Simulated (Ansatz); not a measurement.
# CH4BrFSn, SMILES F[CH2][SnH2][Br]: vertical spin-state energies

Program: Ansatz's Python interface.

Notebook, run cell by cell (the value of a cell's last expression is shown):

```python
import warnings

import ansatz as az

warnings.simplefilter('ignore', az.DeckWarning)

geometry_ang = [
    ('F', (-1.5219, 1.2326, -0.2689)),
    ('C', (-0.2028, 1.1374, -0.1855)),
    ('Sn', (0.2502, -0.8925, 0.2734)),
    ('Br', (-0.5169, -2.3894, -1.5363)),
    ('H', (0.1866, 1.7989, 0.5977)),
    ('H', (0.2688, 1.4313, -1.1534)),
    ('H', (2.0477, -1.0647, 0.411)),
    ('H', (-0.4195, -1.3107, 1.8062)),
]
molecule = az.Crystal.molecule()
for symbol, xyz in geometry_ang:
    molecule = molecule.atom(symbol, xyz)
```

```python
calculation = (
    molecule.calculation()
    .basis(gaussian='def2-SVP')
    .functional('R2SCAN0')
)
found = {}
for unpaired in [0, 2]:
    report = calculation.spin('collinear', total=unpaired).run().report
    s = unpaired / 2
    found[unpaired] = report['free_energy_ev']
    print(f'2S+1 = {unpaired + 1}: E = {found[unpaired]:.5f} eV, <S^2> = {abs(report["mean_field"]["state"]["spin_squared"]):.3f} (pure state {s * (s + 1):.2f})')
lowest = min(found, key=found.get)
for unpaired, e in found.items():
    print(f'multiplicity {unpaired + 1}: {96.485332 * (e - found[lowest]):.1f} kJ/mol above the lowest')
```

    2S+1 = 1: E = -79684.24537 eV, <S^2> = 0.000 (pure state 0.00)
    2S+1 = 3: E = -79679.03402 eV, <S^2> = 2.012 (pure state 2.00)
    multiplicity 1: 0.0 kJ/mol above the lowest
    multiplicity 3: 502.8 kJ/mol above the lowest

In order: multiplicity 1 (+0.00 eV) and multiplicity 3 (+5.21 eV), all at the one geometry.

What to keep in mind:
- The settings weren't tested for convergence.
- The geometry is a force-field or estimated start, not a minimum of this method, and the basis set is short of its limit. All parts are taken at fixed geometry, without zero-point energy.
- def2 sets replace the cores of elements past krypton by effective core potentials.
- Spin-orbit coupling, which mixes and shifts the spin states of heavy atoms, is left out.
- The whole script took 59 s on 1 thread of Arm Neoverse V2, with other jobs on the host, peak memory 0.5 GiB.

(Lines on the test bed's own set-up are left out of the output.)
